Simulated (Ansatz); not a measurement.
HfRu3:

```
CELL_PARAMETERS angstrom
3.95577 0.00000 0.00000
0.00000 3.95577 0.00000
0.00000 0.00000 3.95577
ATOMIC_POSITIONS crystal
Hf 0.00000 0.00000 0.00000
Ru 0.00000 0.50000 0.50000
Ru 0.50000 0.00000 0.50000
Ru 0.50000 0.50000 0.00000
```

The cell comes from a database or a generator and needn't be the stable form of this composition.

| Property | Result |
| --- | --- |
| Program | Ansatz 0.2.0 |
| Task | relaxation of cell and atoms |
| Functional | PBEsol |
| Dispersion | D3(BJ) |
| Potentials or basis | Ansatz PAW |
| Cutoff | 420 eV (not typed: the program's choice for these potentials) |
| k mesh | 7 × 7 × 7 |
| Occupations | fermi-dirac, width 0.05 eV |
| Spin | no spin polarisation |

At the start: volume 15.48 Å³/atom.

**Question.** How do energy, volume and symmetry change on relaxing?

**Answer.** It ends after 5 steps and the volume is 14.48 Å³/atom (-6.4 %); space group Pm-3m (No. 221, to 0.05 Å).

Step by step:
| step | energy change (eV) | largest force (eV/Å) | volume (Å³) |
| --- | --- | --- | --- |
| 1 | 0.0000 | 0.0000 | 61.90 |
| 2 | -0.2028 | 0.0000 | 58.48 |
| 3 | -0.2073 | 0.0000 | 57.86 |
| 4 | -0.2073 | 0.0000 | 57.93 |
| 5 | -0.2058 | 0.0000 | 57.93 |

Final structure:
```xyz
4
Lattice="3.8693 0.0000 0.0000 0.0000 3.8693 0.0000 0.0000 0.0000 3.8693" Properties=species:S:1:pos:R:3 pbc="T T T"
Hf    0.0000    0.0000    0.0000
Ru    0.0000    1.9346    1.9346
Ru    1.9346    0.0000    1.9346
Ru    1.9346    1.9346    0.0000
```

Caveat: the plane-wave basis is chosen anew once the cell has moved, so the energies of steps on either side of that aren't comparable; pairwise dispersion overbinds metals, which lowers pressure and volume; the PAW data sets come from PBE, with cores solved anew for the run's functional, which leaves a small shift of forces and pressure.
